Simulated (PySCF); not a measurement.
# A diatomic session: HoI

Aim: find the lowest electronic state of HoI, scan its bond at several levels of theory, and get bond length, wavenumber and dissociation energy from each curve.

Program: PySCF 2.14.0. Level of theory: Ho x2c-SVPall, I x2c-SVPall, spin-free X2C with a Gaussian nucleus. These are calculated values, not measurements.

## (1) Set-up

A driver script around PySCF takes these settings:

```
atoms                         : Ho, I
charge                        : 0
basis                         : Ho x2c-SVPall, I x2c-SVPall
Hamiltonian                   : spin-free X2C with a Gaussian nucleus
basis functions               : 121
electrons treated             : 120
masses in u                   : 164.9303, 126.9045
levels                        : PBE0, PBE, r²SCAN, M06-L, M06-2X, HF, MP2, SCS-MP2
grid                          : 80 radial by 434 angular points
occupations                   : held fixed by the projection of orbital angular momentum
dissociation limit            : Ho + I, each in its ground configuration
starting distance in angstrom : 2.805
values of 2S to try           : 2, 4, 6
```

Command:

```bash
$ OMP_NUM_THREADS=4 python dia.py task.json out
```

The runs that follow: The PBE0 curve of the state that the search chose; Excited determinants; PBE; r²SCAN; M06-L (meta-GGA); M06-2X (hybrid meta-GGA); UHF (mean field).

**Question.** What will these runs give? Wanted: for each run, Re; ωe; De; μ.

**Answer**, as computed:

Lowest PBE0 solution found, without spin–orbit coupling: ⁵Φ (quintet), unpaired electrons σ ↑, π ↑↑, φ ↑, about 11.0 electrons in the 4f shell (Mulliken). State 2 has its PBE0 minimum 0.10 eV higher, as a spin-mixed determinant (⟨S²⟩ = 3.01), so this is no gap between pure states. State 3 has its PBE0 minimum 0.60 eV higher. The other levels ran on the lowest alone.

```csv
level,Re (Å),ωe (cm⁻¹),De (eV),μ (D)
UHF,3.004,146.6,2.65,-5.87
UHF-MP2,2.882,161.3,2.93,n/a
UHF-SCS-MP2,2.906,157.9,2.75,n/a
PBE,2.868,156.8,3.19,-4.34
r²SCAN,2.880,157.5,3.40,-4.98
PBE0,2.897,154.6,3.14,-5.14
M06-2X,2.913,155.2,2.78,-5.27
```

De is counted to Ho + I in their ground configurations. A positive dipole means Ho(−)I(+). No constants: M06-L (the points don't follow one smooth fit).

Bond lengths run from 2.868 Å (PBE) to 3.004 Å (UHF). Among the levels with a De in the table, it runs from 2.65 eV (UHF) to 3.40 eV (r²SCAN).

Correlated steps freeze 36 core orbitals. These are scalar-relativistic numbers at best; spin–orbit coupling would shift them, the dissociation energy most. With d or f electrons several states lie close, and the lowest PBE0 determinant need not be the measured ground state. At some levels the lowest empty orbital lies below the highest filled one (the two can be of opposite spin). With spin–orbit coupling the term label itself may not hold.
